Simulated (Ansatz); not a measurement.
# C2H7BO2S: up Jacob's ladder to CCSD(T)

One table from this session's results is given with a row withheld; the runs are named, their logs left out.

Computed with Ansatz 0.2.0, Gaussian basis. Level: functionals in def2-TZVPP, the program's frozen cores in correlated methods.

The runs, in order: PBE-D4, r2SCAN-D4, PBE0-D4, B3LYP-D4, ωB97X-V, ωB97M-V, B2PLYP; CCSD(T)/def2-TZVPP; MP2/def2-QZVPP; extrapolation to the limit.

## The geometry

An earlier PBE0-D4 in a triple-zeta def2 set relaxation fixed the geometry.

SMILES `COB(S)OC`, 13 atoms, charge 0, spin multiplicity 1.

Atoms are counted from 1 here; the program's logs count them from 0.

Bond lengths: C1–O2 1.416 Å, C1–H7 1.090 Å, C1–H8 1.093 Å, C1–H9 1.093 Å, O2–B3 1.355 Å, B3–S4 1.830 Å, B3–O5 1.357 Å, S4–H10 1.341 Å, O5–C6 1.411 Å, C6–H11 1.094 Å, C6–H12 1.090 Å, C6–H13 1.094 Å. Angles: O2–C1–H7 107.3°, O2–C1–H8 111.1°, O2–C1–H9 111.1°, H7–C1–H8 109.4°, H7–C1–H9 109.3°, H8–C1–H9 108.5°, C1–O2–B3 120.0°, O2–B3–S4 119.0°, O2–B3–O5 120.1°, S4–B3–O5 121.0°, B3–S4–H10 94.2°, B3–O5–C6 122.1°, O5–C6–H11 111.1°, O5–C6–H12 107.7°, O5–C6–H13 111.1°, H11–C6–H12 109.0°, H11–C6–H13 108.9°, H12–C6–H13 109.0°.

The first run:

The input, in.yaml:

```yaml
crystal:
  periodic: [false, false, false]
  atoms:
    - {symbol: C, position_ang: [-1.812330, -0.513365, -1.127154]}
    - {symbol: O, position_ang: [-1.504740, 0.296811, -0.007293]}
    - {symbol: B, position_ang: [-0.226880, 0.383970, 0.434454]}
    - {symbol: S, position_ang: [0.139859, 1.439404, 1.883348]}
    - {symbol: O, position_ang: [0.758886, -0.304714, -0.195328]}
    - {symbol: C, position_ang: [2.103987, -0.245418, 0.228314]}
    - {symbol: H, position_ang: [-2.887339, -0.445084, -1.291757]}
    - {symbol: H, position_ang: [-1.539042, -1.555879, -0.946469]}
    - {symbol: H, position_ang: [-1.286870, -0.165980, -2.020239]}
    - {symbol: H, position_ang: [-1.134044, 1.824113, 2.050112]}
    - {symbol: H, position_ang: [2.492358, 0.775056, 0.163014]}
    - {symbol: H, position_ang: [2.687391, -0.889585, -0.429027]}
    - {symbol: H, position_ang: [2.208764, -0.599348, 1.258024]}
basis:
  gaussian: {orbitals: def2-TZVPP}
hamiltonian: {xc: pbe, dispersion: d4}
output: {forces: true, orbitals: {seedname: orbitals}}
```

Run with:

```
ansatz run in.yaml --threads 2 --pin off --events-out ev --progress --plain --max-ram 32768MiB --backend cuda --devices 0, --max-vram 18GiB
```

Steps of the session up to this table: PBE-D4 (GGA); r2SCAN-D4 (meta-GGA); PBE0-D4 (hybrid); B3LYP-D4 (hybrid); ωB97X-V (range-separated); ωB97M-V (range-separated); B2PLYP (double hybrid); CCSD(T) in def2-TZVPP; MP2 in def2-QZVPP.

One of the session's tables, all rows but one given; the rest of the session is left out.

| method | atomisation energy (kJ/mol) |
| --- | --- |
| PBE-D4 | 5279.6 |
| r2SCAN-D4 | 5191.5 |
| PBE0-D4 | 5177.6 |
| B3LYP-D4 | 5162.1 |
| ωB97X-V | ? |
| ωB97M-V | 5188.7 |
| B2PLYP | 5112.4 |
| HF/def2-TZVPP | 3781.7 |
| MP2/def2-TZVPP | 5135.8 |
| CCSD/def2-TZVPP | 4952.8 |
| CCSD(T)/def2-TZVPP | 5030.6 |
| MP2/CBS | 5263.2 |
| CCSD(T)/CBS | 5158.0 |

Q: Estimate the row for ωB97X-V from the others.

The run gave: atomisation energy (kJ/mol): 5174.4. In the column «atomisation energy (kJ/mol)» it lies between B3LYP-D4 (5162.1) and PBE0-D4 (5177.6).
